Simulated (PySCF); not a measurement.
# C7H9N2: the cost of one run

Computed with PySCF 2.14.0 and routines of our own; the level stands in each step. Atoms count from 0.

## 1. The system as given

18 atoms, charge 0, multiplicity 2; geometry from: GFN2-xTB.

## 2. Open-shell or spin-flip excitations: unrestricted TDA M06-2X/def2-SVP

Job settings and geometry (Å):

```
{"job": {"kind": "uabs", "xc": "M06-2X", "basis": "def2-SVP", "nstates": 10, "tda": true}, "charge": 0, "multiplicity": 2}
C     -2.655220     0.285885    -0.084228
N     -1.509297    -0.574959     0.007856
C     -0.216238    -0.159430    -0.012183
C      0.130803     1.166141    -0.257763
C      1.451967     1.564684    -0.276980
C      2.477247     0.639068    -0.045118
C      2.179388    -0.669799     0.195126
C      0.833153    -1.147868     0.214635
N      0.660420    -2.420100     0.431448
H     -2.698774     0.993435     0.751498
H     -2.630430     0.854482    -1.016771
H     -3.557133    -0.322186    -0.075008
H     -1.671930    -1.523314     0.313253
H     -0.644371     1.897246    -0.431088
H      1.694477     2.599337    -0.466823
H      3.505202     0.970113    -0.057043
H      2.947279    -1.405000     0.374146
H     -0.305301    -2.741417     0.423386
```

Level: unrestricted TDA M06-2X/def2-SVP, vertical, gas phase, core orbitals frozen in the response.

Launch:

```bash
OMP_NUM_THREADS=1 python excited_run.py task.json out
```

The driver reads the jobs from task.json and runs them one after another.

**Question.** How long does this first job take on 1 thread of Arm Neoverse V1, shared host, and how much memory does it need?

About 2 min, with a peak of 0.86 GiB.
